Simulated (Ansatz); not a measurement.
**C₂H₈Cl₂GeSi: taking an electron away**

The task here is to estimate one member of a computed series from the others.

The runs use Ansatz 0.2.0, Gaussian basis; unrestricted cation, the program's frozen cores in correlated methods.

Plan: UKS PBE-D4/def2-TZVPP; UKS r2SCAN-D4/def2-TZVPP; UKS PBE0-D4/def2-TZVPP; UKS B3LYP-D4/def2-TZVPP; UKS wB97X-V/def2-TZVPP; UKS wB97M-V/def2-TZVPP; UKS B2PLYP/def2-TZVPP; UHF-CCSD(T)/def2-TZVPP; UHF-MP2/def2-QZVPP; extrapolation to the limit; then −ε(HOMO) from the neutral's earlier runs with LDA (SPW92), PBE-D4, revPBE-D4, BLYP-D4, r2SCAN-D4, B97M-V, PBE0-D4, B3LYP-D4, r2SCANh-D4, r2SCAN0-D4, HSE06-D4, BHLYP-D4, CAM-B3LYP-D4, LC-ωPBE, ωB97X-V, ωB97M-V.

## The relaxed structure

An earlier PBE0-D4 in a triple-zeta def2 set relaxation fixed the geometry.

SMILES `Cl[SiH](Cl)C[CH2][GeH3]`, 14 atoms, charge 0, spin multiplicity 1.

Atoms are counted from 1 here; the program's logs count them from 0.

Bond lengths: Cl1–Si2 2.049 Å, Si2–Cl3 2.050 Å, Si2–C4 1.860 Å, Si2–H7 1.477 Å, C4–C5 1.529 Å, C4–H8 1.097 Å, C4–H9 1.097 Å, C5–Ge6 1.966 Å, C5–H10 1.094 Å, C5–H11 1.093 Å, Ge6–H12 1.537 Å, Ge6–H13 1.539 Å, Ge6–H14 1.540 Å. Angles: Cl1–Si2–Cl3 109.2°, Cl1–Si2–C4 108.8°, Cl1–Si2–H7 107.3°, Cl3–Si2–C4 109.7°, Cl3–Si2–H7 107.3°, C4–Si2–H7 114.5°, Si2–C4–C5 116.0°, Si2–C4–H8 106.2°, Si2–C4–H9 106.4°, C5–C4–H8 110.6°, C5–C4–H9 111.2°, H8–C4–H9 105.9°, C4–C5–Ge6 115.4°, C4–C5–H10 109.8°, C4–C5–H11 110.5°, Ge6–C5–H10 106.7°, Ge6–C5–H11 107.5°, H10–C5–H11 106.5° and more.

The first run:

in.yaml

```yaml
crystal:
  periodic: [false, false, false]
  atoms:
    - {symbol: Cl, position_ang: [-3.092321, -0.911305, 1.836661]}
    - {symbol: Si, position_ang: [-1.534561, 0.156267, 1.042908]}
    - {symbol: Cl, position_ang: [-0.733049, 1.360356, 2.495535]}
    - {symbol: C, position_ang: [-0.242516, -1.034461, 0.433578]}
    - {symbol: C, position_ang: [1.096591, -0.419134, 0.025850]}
    - {symbol: Ge, position_ang: [1.026318, 0.810317, -1.506645]}
    - {symbol: H, position_ang: [-2.094252, 1.040556, 0.000400]}
    - {symbol: H, position_ang: [-0.101239, -1.769492, 1.235070]}
    - {symbol: H, position_ang: [-0.696936, -1.583510, -0.400393]}
    - {symbol: H, position_ang: [1.803544, -1.210608, -0.237854]}
    - {symbol: H, position_ang: [1.538221, 0.125849, 0.864147]}
    - {symbol: H, position_ang: [2.453989, 1.174661, -1.944569]}
    - {symbol: H, position_ang: [0.271496, 2.099471, -1.137763]}
    - {symbol: H, position_ang: [0.291914, 0.131734, -2.678223]}
basis:
  gaussian: {orbitals: def2-TZVPP}
total_charge: 1
magnetization: {spin_polarized: true, initial_magnetization: 1}
hamiltonian: {xc: pbe, dispersion: d4}
```

Steps of the session up to this table: Cation, UKS PBE-D4/def2-TZVPP; Cation, UKS r2SCAN-D4/def2-TZVPP; Cation, UKS PBE0-D4/def2-TZVPP; Cation, UKS B3LYP-D4/def2-TZVPP; Cation, UKS wB97X-V/def2-TZVPP; Cation, UKS wB97M-V/def2-TZVPP; Cation, UKS B2PLYP (frozen core)/def2-TZVPP; Cation, UHF-CCSD(T)/def2-TZVPP; Cation, UHF-MP2/def2-QZVPP.

One of the session's tables, all rows but one given; the rest of the session is left out.

For comparison, −ε(HOMO) of the neutral from earlier runs:

```
  functional  −ε(HOMO) (eV)
 LDA (SPW92)           7.24
      PBE-D4           7.15
   revPBE-D4           7.11
     BLYP-D4           7.05
   r2SCAN-D4           7.45
      B97M-V           7.56
     PBE0-D4           8.42
    B3LYP-D4           8.22
  r2SCANh-D4           7.91
  r2SCAN0-D4           8.60
    HSE06-D4           8.02
    BHLYP-D4           9.59
CAM-B3LYP-D4              ?
     LC-ωPBE          11.09
     ωB97X-V          10.76
     ωB97M-V          10.59
```

**Question.** Estimate the row for CAM-B3LYP-D4.

**Answer.** −ε(HOMO) (eV): 9.76. In the column «−ε(HOMO) (eV)» it lies between BHLYP-D4 (9.59) and ωB97M-V (10.59).
